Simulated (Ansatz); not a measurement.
# C2H8Ge: the cost of one run

Computed with the Python package of Ansatz 0.2.0. Level of theory: CAM-B3LYP/def2-TZVP.

## 1. Starting point

Bond lengths: C1–Ge2 1.880 Å, Ge2–C3 1.914 Å, C1–H4 1.088 Å, C1–H5 1.126 Å, C1–H6 1.130 Å, Ge2–H7 1.551 Å, Ge2–H8 1.510 Å, C3–H9 1.117 Å, C3–H10 1.136 Å, C3–H11 1.125 Å. Angles (14 of 18 angles, heavy atoms first): C1–Ge2–C3 108.3°, C1–Ge2–H7 110.2°, C1–Ge2–H8 110.7°, C3–Ge2–H7 108.5°, C3–Ge2–H8 108.7°, Ge2–C1–H4 111.1°, Ge2–C1–H5 112.7°, Ge2–C1–H6 113.5°, Ge2–C3–H9 112.8°, Ge2–C3–H10 111.8°, Ge2–C3–H11 110.9°, H7–Ge2–H8 110.5°, H4–C1–H5 103.7°, H4–C1–H6 107.6°.

The script holds or builds the structure itself.

## 2. Script

Contents of c2h8ge.py:

```python
"""X-H bond energies of C2H8Ge without relaxation."""

import ansatz

config = {
    "basis_set": "def2-TZVP",
    "xc": "cam_b3lyp",
}


def single_point(molecule, charge=0, unpaired=0):
    calc = molecule.calculation().basis(gaussian=config["basis_set"]).functional(config["xc"])
    if charge:
        calc = calc.charge(charge)
    if unpaired:
        calc = calc.spin("collinear", total=unpaired)
    return calc.run(threads=1, pin="off").report["free_energy_ev"]

def without(molecule, index):
    rest = ansatz.Crystal.molecule()
    for i, site in enumerate(molecule.cartesian_sites):
        if i != index:
            rest = rest.atom(site.symbol, site.position_ang)
    return rest

geometry_ang = [
    ("C", (-1.2016, 0.908, -0.41)),
    ("Ge", (-0.2097, -0.6864, -0.3177)),
    ("C", (1.3831, -0.3455, 0.6871)),
    ("H", (-2.1022, 0.7743, -1.0058)),
    ("H", (-0.6501, 1.7333, -0.9423)),
    ("H", (-1.5162, 1.303, 0.6006)),
    ("H", (0.1957, -1.1473, -1.7426)),
    ("H", (-1.0008, -1.7663, 0.3819)),
    ("H", (2.0147, 0.459, 0.2389)),
    ("H", (1.149, -0.0099, 1.7469)),
    ("H", (2.0035, -1.2791, 0.7834)),
]
c2h8ge = ansatz.Crystal.molecule()
for symbol, xyz in geometry_ang:
    c2h8ge = c2h8ge.atom(symbol, xyz)

whole = single_point(c2h8ge, 0)
hydrogen = single_point(ansatz.Crystal.molecule().atom("H", (0, 0, 0)), 0, 1)
print(f"E(molecule) = {whole:.5f} eV, E(H) = {hydrogen:.5f} eV")
for index in [10, 7]:
    radical = single_point(without(c2h8ge, index), 0, 1)
    print(f"H{index}: homolysis {(radical + hydrogen - whole):.3f} eV")
    anion = single_point(without(c2h8ge, index), -1)
    print(f"H{index}: loss of a proton {(anion - whole):.3f} eV")
```

## 3. The calls as engine input

The engine receives this input (first run):

```yaml
crystal:
  periodic: [false, false, false]
  atoms:
    - { symbol: C, position_ang: [-1.2016, 0.908, -0.41] }
    - { symbol: Ge, position_ang: [-0.2097, -0.6864, -0.3177] }
    - { symbol: C, position_ang: [1.3831, -0.3455, 0.6871] }
    - { symbol: H, position_ang: [-2.1022, 0.7743, -1.0058] }
    - { symbol: H, position_ang: [-0.6501, 1.7333, -0.9423] }
    - { symbol: H, position_ang: [-1.5162, 1.303, 0.6006] }
    - { symbol: H, position_ang: [0.1957, -1.1473, -1.7426] }
    - { symbol: H, position_ang: [-1.0008, -1.7663, 0.3819] }
    - { symbol: H, position_ang: [2.0147, 0.459, 0.2389] }
    - { symbol: H, position_ang: [1.149, -0.0099, 1.7469] }
    - { symbol: H, position_ang: [2.0035, -1.2791, 0.7834] }
basis:
  gaussian:
    orbitals: def2-TZVP
hamiltonian:
  xc: cam_b3lyp
```

## 4. Running it

The run is started by

```bash
python c2h8ge.py
```

**Question.** How long does this script take on 1 thread of Arm Neoverse V1, shared host, and how much memory does it need?

About 36 s, with a peak of 0.53 GiB.
